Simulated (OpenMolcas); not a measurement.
# One shape, several levels: CH4ClGeO (SMILES [CH3][Ge]([OH])[Cl])

Aim: a comparison of 6 runs (UHF/6-31G*, UM06-2X/6-31G*, UPBE/6-31G*, USVWN5/6-31G*, UTPSS/6-31G*, ROCCSD(T)/6-31G*) of CH4ClGeO. 

The calculation is run with OpenMolcas 26.06.

1 further run of the same task is left out (set aside as unsound or not needed).

### Step 1. Starting point

CH4ClGeO has 8 atoms, charge 0, and is taken as a doublet. As SMILES, `[CH3][Ge]([OH])[Cl]`. The coordinates come from a PBE0-D4/def2-TZVP relaxation. This is one conformer, not always the lowest.

Bond lengths: C1–Ge2 1.958 Å, Ge2–O3 1.780 Å, Ge2–Cl4 2.184 Å, C1–H5 1.090 Å, C1–H6 1.092 Å, C1–H7 1.089 Å, O3–H8 0.961 Å. Angles: C1–Ge2–O3 104.8°, C1–Ge2–Cl4 109.0°, O3–Ge2–Cl4 106.9°, Ge2–C1–H5 109.2°, Ge2–C1–H6 107.2°, Ge2–C1–H7 109.9°, Ge2–O3–H8 113.2°, H5–C1–H6 110.0°, H5–C1–H7 110.2°, H6–C1–H7 110.2°.

### Step 2. Energy and forces at UHF/6-31G(d) (spherical functions) (run 1)

The input, calc.inp:

```
&gateway
 baslib=$CurrDir
 coord
 8
 bohr
 C      0.13228083     2.33400074    -0.08673843
 Ge    -1.25005383    -1.04596341     0.51532831
 O      1.35039829    -2.84328193     1.66295899
 Cl    -2.35667745    -2.70627678    -3.09801701
 H      0.79274011     3.12258345     1.69716303
 H      1.71379262     2.12140655    -1.39386199
 H     -1.31298171     3.54550416    -0.90876929
 H      1.10473389    -4.63587613     1.50630069
 basis=6-31Gs
 group=NoSym

&seward

&scf
 uhf
 spin=2
 thresholds=1e-10 1e-07 1e-07 1e-05
 prorbitals=1 1

&alaska
```

The basis set 6-31G* is read from a file made from the Basis Set Exchange's data (not shown).

The run is started by

```
$ export MOLCAS_MEM=1860
$ pymolcas calc.inp > calc.log
```

Log:

```text
--- Start Module: gateway ---
[...]
--- Stop Module: gateway /rc=_RC_ALL_IS_WELL_ ---
[...]
      Basis functions           86
[...]
--- Start Module: scf ---
[...]
       Convergence after  20 Iterations
[...]
::    Total SCF energy                              -2649.6585232387
[...]
      Total spin, S                                     0.5035282494
[...]
      Total electronic charge=   67.000000
      Total            charge=   -0.000000
[...]
      Dipole Moment (debye):
      Origin of the operator (angstrom)=   -0.5607   -0.6956   -0.1644
                   X= -3.1831E-01               Y=  1.0305E+00               Z=  1.5286E+00           Total=  1.8708E+00
      Quadrupole Moment (debye*angstrom):
[...]
--- Stop Module: scf /rc=_RC_ALL_IS_WELL_ ---
[...]
--- Start Module: alaska ---
[...]
 *              Molecular gradients               *
 **************************************************
  Irreducible representation: a
 ------------------------------------------------------------------------------------------
                              X                       Y                       Z
 ------------------------------------------------------------------------------------------
  C1                5.88260575806743E-04   -2.62247524867476E-03    1.07264955870190E-03
  GE2              -6.97960524537677E-03    8.31020951389760E-04   -4.82827812554021E-03
  O3                7.94348565078096E-03    1.20927565975109E-02    3.58583672536916E-03
  CL4               1.15391351644689E-03    1.65097142981097E-03    2.90695277925579E-03
  H5                1.13499583642174E-03    9.18669862650212E-04    5.04845845570490E-03
  H6                4.10857130774289E-03   -2.05317232629132E-03   -3.80028345274663E-03
  H7               -4.73778595293783E-03    1.23891115964092E-03   -1.81927983090380E-03
  H8               -3.21183568899855E-03   -1.20566824259178E-02   -2.16605610982096E-03
[...]
--- Stop Module: alaska /rc=_RC_ALL_IS_WELL_ ---
[...]
```

Run time: 20 s. Hardware: 1 thread of AMD EPYC 7R43 (Zen 3), shared host; peak memory 0.47 GiB.

### Step 3. The energy at UM06-2X/6-31G(d) (spherical functions) (run 2)

The input, run.inp:

```
&GATEWAY
  BASLIB
  $CurrDir
  COORD
  8
  angstrom
  C        0.070000       1.235100      -0.045900
  Ge      -0.661500      -0.553500       0.272700
  O        0.714600      -1.504600       0.880000
  Cl      -1.247100      -1.432100      -1.639400
  H        0.419500       1.652400       0.898100
  H        0.906900       1.122600      -0.737600
  H       -0.694800       1.876200      -0.480900
  H        0.584600      -2.453200       0.797100
  BASIS
  6-31Gs
  GROUP
  NoSym

&SEWARD
  GRIDINPUT
  Grid=UltraFine
  End of Grid

&SCF
  UHF
  SPIN
  2
  KSDFT
  M062X
  THRESHOLDS
  1e-10 1e-07 1e-07 1e-05
  PRORBITALS
  1 2
```

The basis set 6-31G* is read from a file made from the Basis Set Exchange's data (not shown).

The run is started by

```
$ export MOLCAS_MEM=1860
$ pymolcas run.inp > run.log
```

Log:

```text
--- Start Module: gateway ---
[...]
--- Stop Module: gateway /rc=_RC_ALL_IS_WELL_ ---
--- Start Module: seward ---
[...]
      Basis functions           86
--- Stop Module: seward /rc=_RC_ALL_IS_WELL_ ---
[...]
--- Start Module: scf ---
[...]
       Convergence after  17 Iterations
[...]
::    Total KS-DFT energy                           -2652.6001960640
[...]
      Total spin, S                                     0.5016676061
[...]
      Total electronic charge=   67.000000
      Total            charge=   -0.000000
[...]
      Dipole Moment (debye):
      Origin of the operator (angstrom)=   -0.5607   -0.6956   -0.1644
                   X= -5.4136E-02               Y=  8.9359E-01               Z=  1.4109E+00           Total=  1.6710E+00
      Quadrupole Moment (debye*angstrom):
[...]
--- Stop Module: scf /rc=_RC_ALL_IS_WELL_ ---
[...]
```

It took 60 s on 1 thread of AMD EPYC 7R43 (Zen 3), shared host; peak memory 0.47 GiB.

Runs 3 to 4 aren't shown in full; the table further down has their settings and results.

### Step 4. The energy at UTPSS/6-31G(d) (spherical functions) (run 5)

The input, struct.xyz:

```xyz
8

C      0.070000     1.235100    -0.045900
Ge    -0.661500    -0.553500     0.272700
O      0.714600    -1.504600     0.880000
Cl    -1.247100    -1.432100    -1.639400
H      0.419500     1.652400     0.898100
H      0.906900     1.122600    -0.737600
H     -0.694800     1.876200    -0.480900
H      0.584600    -2.453200     0.797100
```

The input, calc.input:

```
* CH4ClGeO Kohn-Sham DFT
>>> EXPORT MOLCAS_PRINT=2
&GATEWAY
BASLIB
$CurrDir
COORD
struct.xyz
BASIS
6-31Gs
GROUP
NoSym
&SEWARD
GRIDINPUT
Grid=UltraFine
End of Grid
&SCF
UHF
SPIN
2
KSDFT
2
1.0 MGGA_X_TPSS
1.0 MGGA_C_TPSS
THRESHOLDS
1e-10 1e-07 1e-07 1e-05
PRORBITALS
0
```

The basis set 6-31G* is read from a file made from the Basis Set Exchange's data (not shown).

The run is started by

```
$ export MOLCAS_MEM=1860
$ pymolcas calc.input > calc.log
```

Log:

```text
--- Start Module: gateway ---
[...]
--- Stop Module: gateway /rc=_RC_ALL_IS_WELL_ ---
--- Start Module: seward ---
[...]
      Basis functions           86
--- Stop Module: seward /rc=_RC_ALL_IS_WELL_ ---
[...]
--- Start Module: scf ---
[...]
       Convergence after  18 Iterations
[...]
::    Total KS-DFT energy                           -2652.6785669961
[...]
      Total spin, S                                     0.5010124417
[...]
      Total electronic charge=   67.000000
      Total            charge=   -0.000000
[...]
      Dipole Moment (debye):
      Origin of the operator (angstrom)=   -0.5607   -0.6956   -0.1644
                   X=  3.5498E-01               Y=  8.8530E-01               Z=  1.1834E+00           Total=  1.5199E+00
      Quadrupole Moment (debye*angstrom):
[...]
--- Stop Module: scf /rc=_RC_ALL_IS_WELL_ ---
[...]
```

Run time: 66 s. Hardware: 1 thread of AMD EPYC 7R43 (Zen 3), shared host; peak memory 0.47 GiB.

### Step 5. The energy at ROCCSD(T)/6-31G(d) (spherical functions) (run 6)

The input, input.xyz:

```xyz
8

C      0.070000     1.235100    -0.045900
Ge    -0.661500    -0.553500     0.272700
O      0.714600    -1.504600     0.880000
Cl    -1.247100    -1.432100    -1.639400
H      0.419500     1.652400     0.898100
H      0.906900     1.122600    -0.737600
H     -0.694800     1.876200    -0.480900
H      0.584600    -2.453200     0.797100
```

The input, mol.inp:

```
* CH4ClGeO CCSD(T)
>>> EXPORT MOLCAS_PRINT=2
&gateway
baslib
$CurrDir
coord
input.xyz
basis
6-31Gs
group
NoSym
&seward
&scf
uhf
spin
2
thresholds
1e-10 1e-07 1e-07 1e-05
prorbitals
1 1
&rasscf
fileorb
$Project.UnaOrb
spin
2
nactel
1 0 0
inactive
33
ras2
1
outorbitals
Canonical
orblisting
Nothing
&motra
jobiph
frozen
16
&ccsdt
cct
triples
3
iterations
80
accuracy
1e-08
extrapolation
5 4
```

The basis set 6-31G* is read from a file made from the Basis Set Exchange's data (not shown).

The run is started by

```
$ export MOLCAS_MEM=1860
$ pymolcas mol.inp > mol.log
```

Log:

```text
--- Start Module: gateway ---
[...]
--- Stop Module: gateway /rc=_RC_ALL_IS_WELL_ ---
[...]
      Basis functions           86
[...]
       Convergence after  18 Iterations
[...]
::    Total SCF energy                              -2649.6585232386
[...]
      Total spin, S                                     0.5035282482
[...]
      Number of active orbitals                  1
[...]
      Spin quantum number                      0.5
[...]
      Active orbitals                            1
[...]
      Number of CSFs                             1
[...]
      Number of root(s) required                 1
[...]
      Convergence after  9 iterations
[...]
      printout of CI-coefficients larger than  0.05 for root  1
      energy=   -2649.656454
      conf/sym  1     Coeff  Weight
             1  u   1.00000 1.00000
      Natural orbitals and occupation numbers for root  1
      sym 1:   1.000000
      ************************************************************************************************************************
      *                                                    Final results                                                     *
[...]
::    RASSCF root number  1 Total energy:  -2649.65645409
[...]
      Total electronic charge=   67.000000
      Total            charge=   -0.000000
[...]
      Dipole Moment (debye):
      Origin of the operator (angstrom)=   -0.5607   -0.6956   -0.1644
                   X= -3.5268E-01               Y=  1.0226E+00               Z=  1.5418E+00           Total=  1.8835E+00
      Quadrupole Moment (debye*angstrom):
[...]
--- Start Module: motra ---
[...]
      *** WARNING: Default frozen orbitals is overwritten by user input.
      *** Default values:  21
[...]
--- Stop Module: motra /rc=_RC_ALL_IS_WELL_ ---
[...]
--- Start Module: ccsdt ---
[...]
      Convergence after                    20  Iterations
      Total energy (diff) :   -2650.35314967       0.00000000
[...]
 METHOD                       : CCSD+T(CCSD)+<T3(1)WT1>+<T3(1)UT2> = CCSD(T)
[...]
       CCSD     =     -2650.3531496717023
[...]
--- Stop Module: ccsdt /rc=_RC_ALL_IS_WELL_ ---
[...]
```

It took 96 s on 1 thread of AMD EPYC 7R43 (Zen 3), shared host; peak memory 0.47 GiB.

### Step 6. Overview of the runs

```tsv
run	level	task	integration grid	energy (Eh)	dipole moment (D)	HOMO energy (eV)	LUMO energy (eV)	wall time
1	UHF/6-31G* (spherical functions)	gradient	–	-2649.658523	1.87	-9.34	0.68	20 s
2	UM06-2X/6-31G* (spherical functions)	energy	UltraFine	-2652.600196	1.67	-7.40	-2.26	60 s
3	UPBE/6-31G* (spherical functions)	gradient	UltraFine	-2652.028782	1.49	-4.96	-3.85	60 s
4	USVWN5/6-31G* (spherical functions)	gradient	UltraFine	-2647.110856	1.45	-4.99	-4.16	42 s
5	UTPSS/6-31G* (spherical functions)	energy	UltraFine	-2652.678567	1.52	-5.13	-3.75	66 s
6	ROCCSD(T)/6-31G* (spherical functions)	energy	–	-2650.369152	–	–	–	96 s
```

### Step 7. Results

| quantity | value |
| --- | --- |
| run 6: total energy | -2650.36915 Eh |
| run 6: (T) correction | -16.00 mEh |

In words: Over runs 1, 2, 3, 4, 5 the dipole moment (its size) runs from 1.45 D (USVWN5/6-31G*) to 1.87 D (UHF/6-31G*). Totals of different functionals can't be ranked against each other. All runs together took 5.7 min, the longest 96 s.
